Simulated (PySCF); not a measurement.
# C5H12OSi: magnetic properties

Aim: compute the magnetic properties of C5H12OSi (`CO[C@@H]1[C@H](C)[C@H]1[SiH3]`).

Programs: PySCF 2.14.0, with routines of our own; each step states its level. All values are computed. Atoms count from 0.

### 1 The system as given

19 atoms, charge 0, multiplicity 1; geometry from: GFN2-xTB.

### 2 Magnetic properties: GIAO CAM-B3LYP/pcSseg-1

Job settings and geometry (Å):

```
{"job": {"kind": "mag", "xc": "CAM-B3LYP", "basis": "pcSseg-1", "isotopologues": 2}, "charge": 0, "multiplicity": 1}
C      2.581908     0.066716     0.283687
O      1.481646     0.921658     0.089902
C      0.426107     0.297072    -0.567993
C     -0.962499     0.788482    -0.322863
C     -1.204435     1.940226     0.617734
C     -0.540614    -0.555267     0.223438
Si    -1.210656    -2.164026    -0.472274
H      2.305973    -0.808742     0.883626
H      3.338383     0.646914     0.808690
H      2.986003    -0.280007    -0.675806
H      0.684671    -0.035333    -1.574648
H     -1.624061     0.777015    -1.182221
H     -1.158474     2.884065     0.077504
H     -0.443933     1.953738     1.393542
H     -2.186555     1.852470     1.080532
H     -0.343202    -0.542038     1.290413
H     -1.353820    -2.039472    -1.924595
H     -0.271127    -3.245952    -0.163791
H     -2.515119    -2.448268     0.127660
```

Method: GIAO CAM-B3LYP/pcSseg-1 magnetisability, rotational g tensor and spin-rotation constants, non-relativistic, gas phase.

The run is started by

```console
$ OMP_NUM_THREADS=1 python excited_run.py task.json out
```

This one command runs all jobs of the session in turn.

Standard output:

```text
coarse grid: 15584 points
cycle   1  E = -562.1100296728  dE =  9.503e-01  |g| = 5.851e-01  |ddm| = 3.703e+00
cycle   2  E = -562.0971610137  dE =  1.287e-02  |g| = 6.863e-01  |ddm| = 9.525e-01
cycle   3  E = -562.1779305177  dE = -8.077e-02  |g| = 6.435e-02  |ddm| = 5.512e-01
cycle   4  E = -562.1785344607  dE = -6.039e-04  |g| = 3.101e-02  |ddm| = 6.369e-02
cycle   5  E = -562.1787508608  dE = -2.164e-04  |g| = 5.976e-03  |ddm| = 3.011e-02
cycle   6  E = -562.1787591680  dE = -8.307e-06  |g| = 1.232e-03  |ddm| = 7.029e-03
final grid: 143640 points
cycle   7  E = -562.2439478924  dE = -3.255e-05  |g| = 4.440e-03  |ddm| = 1.695e-02
cycle   8  E = -562.2439476857  dE =  2.067e-07  |g| = 4.790e-03  |ddm| = 7.301e-03
cycle   9  E = -562.2439523545  dE = -4.669e-06  |g| = 5.570e-04  |ddm| = 3.451e-03
cycle  10  E = -562.2439524065  dE = -5.200e-08  |g| = 1.788e-04  |ddm| = 5.597e-04
cycle  11  E = -562.2439524131  dE = -6.564e-09  |g| = 4.476e-05  |ddm| = 2.320e-04
cycle  12  E = -562.2439524135  dE = -4.288e-10  |g| = 9.218e-06  |ddm| = 5.074e-05
converged SCF energy = -562.2439524135

Magnetisability tensor (1e-30 J/T^2)
    -1388.50      -10.76      -62.41
      -10.76    -1440.02      -78.71
      -62.41      -78.71    -1410.46
isotropic -1412.99   principal values   -1523.75  -1398.55  -1316.69
isotropic susceptibility -85.093 1e-6 cm^3/mol

Inertial axes            a          b          c
rot. const./GHz      2.5833     1.5338     1.0509
chi total           -87.850    -84.428    -83.000
chi diamagnetic    -619.956   -910.188  -1291.292
chi paramagnetic    532.106    825.760   1208.292
quadrupole/D A       -4.856      3.732      1.125
g nuclear            0.6410     0.5861     0.5905
g electronic        -0.6458    -0.5950    -0.5965
g total             -0.0048    -0.0089    -0.0061

Spin-rotation constants (kHz, H = +C I.J)
atom  isotope        aa         bb         cc
  7     1H       -0.075     -0.153     -0.035
  8     1H        0.103     -0.172     -0.087
  9     1H       -0.252     -0.094     -0.001
 10     1H       -0.275     -0.098     -0.002
 11     1H       -0.199     -0.132     -0.049
 12     1H       -0.165     -0.118     -0.055
 13     1H       -0.171     -0.130     -0.053
 14     1H       -0.165     -0.071     -0.086
 15     1H       -0.283     -0.192     -0.005
 16     1H       -0.247     -0.154      0.036
 17     1H       -0.243      0.043     -0.081
 18     1H       -0.094     -0.073     -0.064
  0    13C*       0.621      0.222      0.248
  1    17O*      -0.110     -0.174     -0.067
  2    13C*       0.429      0.411      0.232
  3    13C*       0.298      0.317      0.130
  4    13C*       0.358      0.217      0.144
  5    13C*       0.360      0.215      0.110
  6   29Si*      -1.340     -0.886     -0.606
* in the singly substituted isotopologue

Isotopologues: g along a, b, c
2H    at 7,8,9,10,11,12    -0.0038    -0.0076    -0.0052
13C   at 0                 -0.0050    -0.0087    -0.0060
```

Run time: 87 s. Hardware: 1 thread of Arm Neoverse N1, shared host; peak memory 1 GiB.

From this job:

| quantity | value |
| --- | --- |
| magnetisability | -1413·10⁻³⁰ J/T² |
| molar susceptibility | -85.1·10⁻⁶ cm³/mol |
| rotational g (a, b, c) | -0.0048, -0.0089, -0.0061 |

Orbitals, density, ELF and potential are computed afterwards from the orbital file.

Frontier orbitals at CAM-B3LYP/pcSseg-1, with the share of their density that lies nearest to each atom:

| orbital | energy (eV) | lies on |
| --- | --- | --- |
| HOMO | -8.51 | O1 40 %; C5 19 %; C2 13 % |
| LUMO | 1.87 | H16, H17, H18 about 16 % each; Si6 11 %; H10, H11 about 7 % each |

ELF in a plane through or near 7 of the atoms.

Ten even steps from ' ' (0.00) to '@' (1.00):
```
                                                        
                                                        
                              ::==--..                  
                          ..##@@@@@@%%::                
                          --@@@@@@@@@@++                
                ..::        **@@@@@@%%==--++==..        
              ::##@@%%..      ==**....--@@@@@@##        
        ..::..++@@@@@@..  ..::++++....**@@@@@@@@::      
      ::@@@@@@**%%@@**    ==++**%%%%--##@@@@@@%%..      
      ++@@@@@@%%==--..    ++++..++**--..--%%##::        
      ::@@@@@@--..==##--  ::++****++..                  
        ..++..  ::##%%==    ..--==::..                  
                ..--..  ::==----::                      
                      **@@@@%%==%%%%##::                
                    ::@@@@@@####@@@@@@@@..              
                      ..::::::==%%@@@@**                
                                ..--::                  
                                                        
                                                        
                                                        
```
The map spans 12.1 Å across and 11.3 Å up, centred on the molecule. Atoms in the plane (x, y in Å): C5 (0.6, 0.3), H7 (-2.1, 1.3), H8 (-3.5, 0.3), H13 (-0.4, -2.2), H14 (1.4, -2.6), H17 (1.2, 2.9), H18 (3.1, 1.4).

On the surface of density 0.002 e/bohr³ the electrostatic potential runs, from the 1st to the 99th percentile, from -1.39 V near O1 to 0.91 V near H18.

### 3 Magnetic properties: GIAO X3LYP/3-21G

Settings changed since step 2:

```diff
@@ -1,4 +1,4 @@
-{"job": {"kind": "mag", "xc": "CAM-B3LYP", "basis": "pcSseg-1", "isotopologues": 2}, "charge": 0, "multiplicity": 1}
+{"job": {"kind": "mag", "xc": "X3LYP", "basis": "3-21G", "scf": {"max_cycle": 95}}, "charge": 0, "multiplicity": 1}
 C      2.581908     0.066716     0.283687
-O      1.481646     0.921658     0.089902
+O      0.381384     1.776600    -0.103883
 C      0.426107     0.297072    -0.567993
```

Level: GIAO X3LYP/3-21G magnetisability, rotational g tensor and spin-rotation constants, non-relativistic, gas phase.

Standard output:

```text
final grid: 143640 points
cycle   1  E = -558.6904752056  dE =  7.218e-01  |g| = 8.362e-01  |ddm| = 4.069e+00
cycle   2  E = -557.7607485274  dE =  9.297e-01  |g| = 2.185e+00  |ddm| = 4.342e+00
cycle   3  E = -558.8247997496  dE = -1.064e+00  |g| = 3.594e-01  |ddm| = 3.628e+00
cycle   4  E = -558.7998451902  dE =  2.495e-02  |g| = 4.692e-01  |ddm| = 1.176e+00
cycle   5  E = -558.8638962718  dE = -6.405e-02  |g| = 8.315e-02  |ddm| = 7.614e-01
cycle   6  E = -558.8658152813  dE = -1.919e-03  |g| = 2.644e-02  |ddm| = 1.523e-01
cycle   7  E = -558.8660214757  dE = -2.062e-04  |g| = 6.044e-03  |ddm| = 3.955e-02
cycle   8  E = -558.8660310429  dE = -9.567e-06  |g| = 1.152e-03  |ddm| = 8.321e-03
cycle   9  E = -558.8660313714  dE = -3.286e-07  |g| = 5.508e-04  |ddm| = 1.719e-03
cycle  10  E = -558.8660314605  dE = -8.910e-08  |g| = 1.326e-04  |ddm| = 8.050e-04
cycle  11  E = -558.8660314653  dE = -4.787e-09  |g| = 5.044e-05  |ddm| = 1.677e-04
cycle  12  E = -558.8660314661  dE = -7.647e-10  |g| = 1.486e-05  |ddm| = 9.652e-05
converged SCF energy = -558.8660314661

Magnetisability tensor (1e-30 J/T^2)
    -1353.08        5.74     -133.91
        5.74    -1247.35      -80.96
     -133.91      -80.96     -790.59
isotropic -1130.34   principal values   -1384.51  -1259.05   -747.46
isotropic susceptibility -68.071 1e-6 cm^3/mol

Inertial axes            a          b          c
rot. const./GHz      2.6111     1.5105     1.0527
chi total           -77.790    -80.170    -46.252
chi diamagnetic    -622.399   -918.149  -1293.714
chi paramagnetic    544.609    837.979   1247.462
quadrupole/D A       -2.518     -1.724      4.242
g nuclear            0.6466     0.5836     0.5907
g electronic        -0.6681    -0.5947    -0.6170
g total             -0.0215    -0.0111    -0.0262

Spin-rotation constants (kHz, H = +C I.J)
atom  isotope        aa         bb         cc
  7     1H       -0.075     -0.177     -0.036
  8     1H        0.029     -0.146     -0.087
  9     1H       -0.261     -0.120      0.013
 10     1H       -0.252     -0.114      0.040
 11     1H       -0.260     -0.144      0.020
 12     1H       -0.077     -0.123     -0.037
 13     1H       -0.130     -0.094     -0.021
 14     1H       -0.232     -0.017     -0.071
 15     1H       -0.285     -0.186      0.053
 16     1H       -0.271     -0.168      0.021
 17     1H       -0.235      0.005     -0.103
 18     1H       -0.192     -0.050     -0.083
  0    13C*       0.645      0.164      0.383
  1    17O*      -1.502     -1.238      1.214
  2    13C*       0.464      0.348      0.220
  3    13C*       0.305      0.182      0.370
  4    13C*       0.263      0.221      0.218
  5    13C*       0.395      0.156      0.183
  6   29Si*      -1.029     -0.691     -0.435
* in the singly substituted isotopologue
```

It took 23 s on 1 thread of Arm Neoverse N1, shared host; peak memory 0.55 GiB.

A normal end doesn't make this result sound: one atom of the first bond was moved so that the bond is 2.0 times as long.

### 4 Summary of results

```
                                                quantity                               value
       magnetisability (step 2, GIAO CAM-B3LYP/pcSseg-1)                    -1413·10⁻³⁰ J/T²
  molar susceptibility (step 2, GIAO CAM-B3LYP/pcSseg-1)                  -85.1·10⁻⁶ cm³/mol
rotational g (a, b, c) (step 2, GIAO CAM-B3LYP/pcSseg-1)           -0.0048, -0.0089, -0.0061
                   surface potential, 1st and 99th percentile                  -1.39 V and 0.91 V
                                                    runs  0 failed, 1 ended on unsound input
```

**Reading.** The values above hold for this geometry and these levels alone. Vibrational averaging and real surroundings are missing from these values.
